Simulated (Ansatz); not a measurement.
# H₅NOSi₂: functionals against CCSD(T) at one geometry

An exercise on one series of results from a longer session: the logs are not shown, and one member is left open.

The runs use Ansatz 0.2.0, Gaussian basis; single points in def2-TZVPP.

Correlated methods freeze the cores.

## The system as given

9 atoms, charge 0, spin multiplicity 1.

Atoms are counted from 1 here; the program's logs count them from 0.

Bond lengths: N1–Si2 1.728 Å, N1–H5 1.020 Å, N1–H6 1.032 Å, Si2–O3 1.646 Å, O3–Si4 1.661 Å, Si4–H7 1.429 Å, Si4–H8 1.406 Å, Si4–H9 1.510 Å. Angles: Si2–N1–H5 124.4°, Si2–N1–H6 124.1°, H5–N1–H6 111.4°, N1–Si2–O3 101.5°, Si2–O3–Si4 155.2°, O3–Si4–H7 103.1°, O3–Si4–H8 114.9°, O3–Si4–H9 105.9°, H7–Si4–H8 114.3°, H7–Si4–H9 111.4°, H8–Si4–H9 107.0°.

Coordinates:

```xyz
9
charge 0, multiplicity 1
N    -0.5207    1.6790   -1.0086
Si   -1.3727    1.1989    0.4159
O    -0.5415   -0.1509    0.8577
Si    0.5698   -1.3690    0.6602
H     0.2750    1.1761   -1.4018
H    -0.7629    2.5055   -1.5773
H    -0.1988   -2.5504    0.8982
H     1.2471   -1.3583   -0.5716
H     1.6075   -1.1606    1.7368
```

Set-up of the first run:

run/in.yaml

```yaml
crystal:
  periodic: [false, false, false]
  atoms:
    - {symbol: N, position_ang: [-0.520700, 1.679000, -1.008600]}
    - {symbol: Si, position_ang: [-1.372700, 1.198900, 0.415900]}
    - {symbol: O, position_ang: [-0.541500, -0.150900, 0.857700]}
    - {symbol: Si, position_ang: [0.569800, -1.369000, 0.660200]}
    - {symbol: H, position_ang: [0.275000, 1.176100, -1.401800]}
    - {symbol: H, position_ang: [-0.762900, 2.505500, -1.577300]}
    - {symbol: H, position_ang: [-0.198800, -2.550400, 0.898200]}
    - {symbol: H, position_ang: [1.247100, -1.358300, -0.571600]}
    - {symbol: H, position_ang: [1.607500, -1.160600, 1.736800]}
basis:
  gaussian: {orbitals: def2-TZVPP}
correlation: {method: ccsd_t}
```

Command:

```sh
> ansatz run in.yaml --threads 8 --pin off --events-out ev --progress --plain --max-ram 10444MiB
```

Steps of the session up to this table: CCSD(T)/def2-TZVPP; PBE0-D4/def2-TZVPP; wB97M-V/def2-TZVPP; r2SCAN-D4/def2-TZVPP; PBE-D4/def2-TZVPP; BLYP-D4/def2-TZVPP; BHLYP-D4/def2-TZVPP.

One table of the session follows, with a row left open; its other results are not shown here.

| method | RMS force component (eV/Å) | dipole (D) |
| --- | --- | --- |
| PBE0-D4 | 0.731 | 2.35 |
| wB97M-V | 0.696 | 2.23 |
| r2SCAN-D4 | 0.711 | 2.42 |
| PBE-D4 | ? | ? |
| BLYP-D4 | 0.668 | 2.23 |
| BHLYP-D4 | 0.781 | 2.30 |

Q: Estimate the row for PBE-D4 from the others.

As computed: RMS force component (eV/Å): 0.690; dipole (D): 2.32. In the column «RMS force component (eV/Å)» it lies between BLYP-D4 (0.668) and wB97M-V (0.696).
